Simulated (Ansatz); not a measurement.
# MgGe2 (Cmmm) in Ansatz: convergence with scf exx energy threshold

Aim: find how far scf exx energy threshold must go before the results for MgGe2 settle, at HSE06. This setting moves, with any that are tied to it; all else stays.

Program: Ansatz 0.2.0. These are calculated values, not measurements. Logs are shortened: lines on timing, memory, paths and dates and some standing lists are left out, and cuts for length are marked.

## (1) The crystal as given

The structure is orthorhombic, space group Cmmm (No. 65). Conventional cell: a = 5.850 Å, b = 6.122 Å, c = 4.096 Å, α = 90.00°, β = 90.00°, γ = 90.00°. Around Mg (site symmetry mmm) lie 2 Ge at 2.05 Å. Around Ge (site symmetry mmm) lie 2 Mg at 2.05 Å. Ge (site symmetry mmm) is surrounded by 4 Ge at 2.93 to 3.06 Å.

The cell was built by a generator and needn't be a form met in nature.

## (2) With scf exx energy threshold 0.01

Input file input.yaml:

```yaml
crystal:
  lattice:
    - [2.92506189, -3.06088458, 0.0]
    - [2.92506189, 3.06088458, 0.0]
    - [0.0, 0.0, 4.0956695]
  atoms:
    - { symbol: Mg, position: [0.5, 0.5, 0.5] }
    - { symbol: Ge, position: [0.5, 0.5, 0.0] }
    - { symbol: Ge, position: [0.0, 0.0, 0.0] }
hamiltonian:
  xc: hse06
  pseudopotentials: { kind: paw }
kpoints:
  mp_grid: { grid: [3, 3, 4] }
scf:
  occupations: { method: fermi_dirac, width: 0.05 }
  exx: { energy_threshold: 0.01 }
output:
  forces: true
  stress: true
  eigenvalues: true
```

Potentials or basis: Ansatz PAW.

On the command line:

```
$ ansatz run input.yaml --threads 2 --pin off --max-ram 5632MiB --backend cpu --events-out ev --progress --plain --runs-dir out
```

What it wrote:

```text
Warning: output.stress: scf.convergence.dr2_threshold = 1e-7 eV (the SCF's general default) is looser than the 3e-10 eV advised for a printed stress (1e-10 eV for each atom of the cell: 3). What an SCF threshold leaves in a stress goes as its square root, and in the free energy as the threshold itself, and one threshold admits the most on a small cell: of the crystals measured, under no hybrid functional and no lock of the moments, on runs that ended without the residual-converged pass, on stresses that held no estimate of that error, the worst erred by over 100 MPa in a component at 1e-7 eV an atom and by under 5 at 1e-10. Set scf.convergence.dr2_threshold to 3e-10 eV or tighter. The threshold is an SCF's pass mark: one that does not reach it within its budget of iterations ends unconverged, or closes short of it on a stop that the run arms, and scf.convergence.dr2_threshold's page says what that costs each kind of run
Warning: output.stress: scf.exx.energy_threshold = 1e-2 eV is looser than the 3e-8 eV advised for a stress under a hybrid functional (1e-8 eV for each atom of the cell: 3). Every SCF of the exchange loop can meet its threshold on dr2 while the loop round them stops early: no threshold on dr2 bounds what that leaves in the stress. Set scf.exx.energy_threshold to 3e-8 eV or tighter. The threshold is the loop's pass mark: a loop that does not reach it within its budget of cycles ends unconverged, and scf.exx.energy_threshold's page has the law
Warning: RAYON_NUM_THREADS=2 ignored (pool sized by the plan → 2); use --threads N
Engine: ansatz 0.2.0, aarch64-unknown-linux-gnu
Pseudopotentials: kind: paw
Pseudopotential: Mg, paw, valence charge 10, recommended cutoff 420 eV (normal), Mg.paw.azcp
Pseudopotential: Ge, paw, valence charge 14, recommended cutoff 420 eV (normal), Ge.paw.azcp
Functional definition: HSE06
  parameter a = 0.25
  parameter omega = 0.11/bohr
  exchange = pbe_x - a*pbe_x_sr(omega) + a*exact_x_sr(omega)
  correlation = pbe_c
Crystal: 3 atoms, lattice volume = 73.339 Å³
Basis set: ecut = 420 eV, 1411 PW (Γ), exchange–correlation on 60×60×60 points (8 copies of the dense FFT grid, shifted against one another)
Bands: 23, of which v1, the nominal top of the filled ones, is band 19 counted from 1 (18 counted from 0)
Symmetry: 8 space group operations
Space group: Cmmm (ITA 65), of the structure as read, at distance tolerance 4.2e-5 Å
k-points: 12 of 36
Non-local potential: Mg, projectors of the file, l = 0: 3, l = 1: 2, l = 2: 1
Non-local potential: Ge, projectors of the file, l = 0: 2, l = 1: 2, l = 2: 3, l = 3: 1
PAW form: soft (Blöchl's): semilocal exchange-correlation on the pseudo side does not see the compensation charge
PAW frozen core: Mg, regenerated for the run's functional, and the local potential with it (the file was generated under x = pbe(κ = 0.804, μ = 0.2195149727645171), c = pbe(β = 0.06672455060314922))
PAW frozen core: Ge, regenerated for the run's functional, and the local potential with it (the file was generated under x = pbe(κ = 0.804, μ = 0.2195149727645171), c = pbe(β = 0.06672455060314922))
PAW one-centre angular grid: Mg, 110 points (default); XC on 96 Gauss nodes
PAW one-centre angular grid: Ge, 590 points (default); XC on 64 Gauss nodes
Initial density: superposition of atomic densities (neutral atoms: chi_scale 0, normalization atom), corrected by the library's trained network
Initial wavefunctions: pseudopotential atomic-orbital guess
Functional: x = pbe(κ = 0.804, μ = 0.2195149727645171), c = pbe(β = 0.06672455060314922), warm-up for x = pbe(κ = 0.804, μ = 0.2195149727645171) + 0.25 (exact − pbe) at short range (hse, ω = 0.20786987370883472 Å⁻¹), c = pbe(β = 0.06672455060314922); HSE06 as pw.x's `hse` composes it (authors' and Libxc's form: `xc: wpbeh`)
SCF iter   1: F=—  HF=-10509.550319 eV  |F-HF|=—  |Δ(HF+E_count)|=         —  Δρ=5.84e-3  dr2=7.57e-2  ethr=1.77e-3  ⟨swp⟩=7.4  Hψ=1086  notcnv=0
preconditioner: auto → none  [insulator: Δε(μ)=0.251 eV  Ē_g=7.218 eV  σ=0.050 eV  W_gap=0.52  n_scr=18 (ndim 8)  ℏωp=13.7 eV  f_vac=0.001  D(μ)=2.93/eV (n_scr^D=26)]
iter 2 solved again at ethr=1.16e-5 eV; its pass at ethr=1.99e-4 eV (dr2=4.40e-3 eV) is discarded
SCF iter   2: F=—  HF=-10509.532972 eV  |F-HF|=—  |Δ(HF+E_count)|=   1.73e-2  Δρ=1.56e-3  dr2=4.30e-3  ethr=1.16e-5  ⟨swp⟩=3.8  Hψ=1195  notcnv=0
[... 31 lines left out ...]
SCF iter   4: F=-10511.180990 eV  HF=-10511.180990 eV  |F-HF|=2.59e-8  |Δ(HF+E_count)|=   1.55e-8  Δρ=5.92e-6  dr2=1.69e-8  ethr=4.33e-10  ⟨swp⟩=3.3  Hψ=727  notcnv=0
SCF 3 converged in 4 iterations: F = -10511.180990 eV  dr2 = 1.69e-8
  Residual-converged pass: ⟨swp⟩=3.0  Hψ=570  notcnv=0  max |occ|·‖R‖ = 5.9e-6 eV (tolerance 6.7e-6 eV)  dr2=1.69e-8  dr2_onsite=1.46e-8  max |Δocc| = 3.5e-11
hybrid outer 2: dexx = +2.726e-6 eV, tail = 1.10e-7 eV, Δε = 3.14e-3 eV (about 1.78e-4 eV left of the loop's levels)
hybrid SCF converged: 2 outer / 9 inner (+10 warm-up), last move |dexx| = 2.73e-6 eV, tail = 1.10e-7 eV
Stability not checked: this state was not tested for a lower state beside it, because the functional holds exact exchange (a hybrid, or Hartree-Fock), whose exchange loop this test does not read (fock_operator; see scf.lower_state_search)
Free energy (F): -10511.180990 eV
Frozen-core exchange: fock
Harris-Foulkes:  -10511.180990 eV  (|F-HF|=2.59e-8)
Internal energy: -10511.158647 eV  (E = F + TS)
E sigma→0 (E₀):  -10511.169819 eV
Entropy (-TS):   -0.022343 eV (-7.448 meV/atom)
Fermi energy:    6.079708 eV
--- Per-component energies (eV) ---
  E_band       = -802.472787
  E_kinetic    = 296.917933
  E_local      = -6929.392262  (includes V_loc(G=0)·N_el)
  E_nonlocal   = 928.691904
  E_hartree    = 2910.156296
  E_xc         = -145.875400
  E_vxc        = -134.391535  (∫ρ·V_xc dr)
  E_exx        = -159.552833  (= α·E_x^exact, valence–valence)
  E_paw        = -4199.523100  (= ΣΔE_a)
  E_vpaw       = -465.499169  (= ΣTr[D̂ρ^β])
  E_aug_tail   = 0.000630  (compensation charges beyond the density's cutoff)
  E_ewald      = -3211.816185
  E_core_change = -0.765628  (= ΣΔE_core)
  E_smearing   = -0.022343  (= −TS)
  E_closure    = -0.000002  (closes the sum)
  Σ components = -10511.180990   (vs F -10511.180990, Δ=0.00e0)
--- Forces (eV/Å), atoms counted from 1 ---
  atom   1  Mg    -0.00000000     0.00000000     0.00000000
  atom   2  Ge     0.00000000     0.00000000     0.00000000
  atom   3  Ge     0.00000000     0.00000000     0.00000000
  max |Σ_I F_I| component: 9.47e-30 eV/Å
--- Stress (GPa, compression-positive) ---
       -5.238855       0.000000       0.000000
        0.000000      -9.570284       0.000000
        0.000000       0.000000      60.163592
  P = ⅓ Tr σ = 15.1182 GPa (151.182 kbar)
--- Band table (eV; the first three rows and the last of 12) ---
  k-point 0: bands = ["-74.7195", "-39.7283", "-39.5388", "-39.5377", "-21.9437", "-21.9170", "-21.9073", "-21.8463", "-21.8368", "-21.1709", "-21.0660", "-21.0627", "-20.9942", "-20.9925", "-5.6051", "0.5187", "3.9605", "4.4440", "4.5534", "8.4171", "9.8594", "9.9854", "11.5082"]
  k-point 1: bands = ["-74.7192", "-39.7366", "-39.5391", "-39.5380", "-21.9419", "-21.9175", "-21.9079", "-21.8462", "-21.8367", "-21.1495", "-21.0645", "-21.0612", "-20.9941", "-20.9923", "-5.2587", "0.7931", "2.2409", "4.2593", "4.8685", "8.4534", "10.4195", "11.6853", "11.8434"]
  k-point 2: bands = ["-74.7188", "-39.7448", "-39.5394", "-39.5383", "-21.9400", "-21.9181", "-21.9085", "-21.8461", "-21.8366", "-21.1279", "-21.0629", "-21.0596", "-20.9940", "-20.9922", "-4.8169", "0.7307", "1.1384", "4.6213", "5.2580", "7.4373", "10.7998", "11.0942", "11.6121"]
  k-point 11: bands = ["-74.7188", "-39.7449", "-39.5397", "-39.5387", "-21.9391", "-21.9185", "-21.9090", "-21.8446", "-21.8334", "-21.1266", "-21.0633", "-21.0602", "-20.9995", "-20.9906", "-3.2744", "-1.1260", "2.3005", "2.9542", "4.6392", "5.3038", "8.1922", "9.5998", "11.1947"]
```

Run time: 15 s. Hardware: 2 threads of Arm Neoverse V1, shared host; peak memory 0.83 GiB.

What came out:

| Item | Value |
| --- | --- |
| Free energy | -10511.1810 eV |
| Pressure | 15.1 GPa |
| Band gap on the k mesh | none (metal or under the smearing width) |

## (3) With scf exx energy threshold 0.001

Changes to input.yaml since step 2:

```diff
@@ -16,3 +16,3 @@
   occupations: { method: fermi_dirac, width: 0.05 }
-  exx: { energy_threshold: 0.01 }
+  exx: { energy_threshold: 0.001 }
 output:
```

Potentials or basis: Ansatz PAW.

On the command line:

```
$ ansatz run input.yaml --threads 2 --pin off --max-ram 5632MiB --backend cpu --events-out ev --progress --plain --runs-dir out
```

It took 15 s on 2 threads of Arm Neoverse V1, shared host; peak memory 0.83 GiB.

What came out:

| Item | Value |
| --- | --- |
| Free energy | -10511.1810 eV |
| Pressure | 15.1 GPa |
| Band gap on the k mesh | none (metal or under the smearing width) |

## (4) With scf exx energy threshold 0.0001

Changes to input.yaml since step 3:

```diff
@@ -16,3 +16,3 @@
   occupations: { method: fermi_dirac, width: 0.05 }
-  exx: { energy_threshold: 0.001 }
+  exx: { energy_threshold: 0.0001 }
 output:
```

On the command line:

```
$ ansatz run input.yaml --threads 2 --pin off --max-ram 5632MiB --backend cpu --events-out ev --progress --plain --runs-dir out
```

Wall time 15 s (2 threads of Arm Neoverse V1, shared host); peak memory 0.84 GiB.

What came out:

| Item | Value |
| --- | --- |
| Free energy | -10511.1810 eV |
| Pressure | 15.1 GPa |
| Band gap on the k mesh | none (metal or under the smearing width) |

## (5) With scf exx energy threshold 1e-05

Changes to input.yaml since step 4:

```diff
@@ -16,3 +16,3 @@
   occupations: { method: fermi_dirac, width: 0.05 }
-  exx: { energy_threshold: 0.0001 }
+  exx: { energy_threshold: 1.0e-05 }
 output:
```

On the command line:

```
$ ansatz run input.yaml --threads 2 --pin off --max-ram 5632MiB --backend cpu --events-out ev --progress --plain --runs-dir out
```

Wall time 15 s (2 threads of Arm Neoverse V1, shared host); peak memory 0.83 GiB.

The run converged. Its results:

```yaml
Free_energy: -10511.1810 eV
Pressure: 15.1 GPa
Band_gap_on_the_k_mesh: none (metal or under the smearing width)
```

## (6) With scf exx energy threshold 1e-06

Changes to input.yaml since step 5:

```diff
@@ -16,3 +16,3 @@
   occupations: { method: fermi_dirac, width: 0.05 }
-  exx: { energy_threshold: 1.0e-05 }
+  exx: { energy_threshold: 1.0e-06 }
 output:
```

Potentials or basis: Ansatz PAW.

On the command line:

```
$ ansatz run input.yaml --threads 2 --pin off --max-ram 5632MiB --backend cpu --events-out ev --progress --plain --runs-dir out
```

Wall time 15 s (2 threads of Arm Neoverse V1, shared host); peak memory 0.84 GiB.

The run converged. Its results:

| Property | Result |
| --- | --- |
| Free energy | -10511.1810 eV |
| Pressure | 15.1 GPa |
| Band gap on the k mesh | none (metal or under the smearing width) |

## (7) With scf exx energy threshold 1e-07

Changes to input.yaml since step 6:

```diff
@@ -16,3 +16,3 @@
   occupations: { method: fermi_dirac, width: 0.05 }
-  exx: { energy_threshold: 1.0e-06 }
+  exx: { energy_threshold: 1.0e-07 }
 output:
```

On the command line:

```
$ ansatz run input.yaml --threads 2 --pin off --max-ram 5632MiB --backend cpu --events-out ev --progress --plain --runs-dir out
```

Run time: 17 s. Hardware: 2 threads of Arm Neoverse V1, shared host; peak memory 0.83 GiB.

The run converged. Its results:

| Item | Value |
| --- | --- |
| Free energy | -10511.1810 eV |
| Pressure | 15.1 GPa |
| Band gap on the k mesh | none (metal or under the smearing width) |

## (8) Summary

```
scf exx energy threshold  energy less the tightest run, at zero smearing (meV/atom)  SCF cycles  CPU time (s)  peak memory (GiB)
                    0.01                                                       0.00          19            29               0.83
                   0.001                                                       0.00          19            29               0.83
                  0.0001                                                       0.00          19            29               0.84
                   1e-05                                                       0.00          19            29               0.83
                   1e-06                                                       0.00          20            29               0.84
                   1e-07                                                       0.00          23            33               0.83
```

Against the tightest run, the energy stays within 1 meV/atom from 0.01 on. The tightest run that finished is the yardstick and may itself not be fully converged.

Caveats: all runs use coarse meshes; so large a pressure means that the cell lies far from this level's equilibrium, or that cutoff or potentials fall short; the PAW data sets come from PBE, with cores solved anew for the run's functional, which leaves a small shift of forces and pressure; the thresholds are loose for stress.
